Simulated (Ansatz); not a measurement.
Sc3Te:

```
Sc Te
1.0
     0.00000    3.56950    3.56950
     3.56950    0.00000    3.56950
     3.56950    3.56950    0.00000
Sc Te
3 1
Cartesian
  1.7848 1.7848 1.7848
  5.3543 5.3543 5.3543
  3.5695 3.5695 3.5695
  0.0000 0.0000 0.0000
```

The cell was built by a generator and needn't be a form met in nature.

Base run:

- Program: Ansatz 0.2.0
- Functional: PBE
- Potentials or basis: Ansatz PAW
- Cutoff: 420 eV
- Density cutoff: 1680 eV
- k mesh: 5 × 5 × 5
- Occupations: fermi-dirac, width 0.05 eV
- Spin: no spin polarisation

Its results: band gap on the k mesh none (metal or under the smearing width); pressure -0.1 GPa.

The run is repeated on the same cell with these changes: hubbard terms from none to Sc d U = 3 eV; hubbard projectors from none to ortho-atomic (the default). What comes out?

Band gap on the k mesh none (metal or under the smearing width); pressure 5.6 GPa.

Caveats: U without spin polarisation on a metal has little footing (some runs); the U is typed as a test and isn't derived for this compound (some runs).

Not every run made on this cell is shown here.
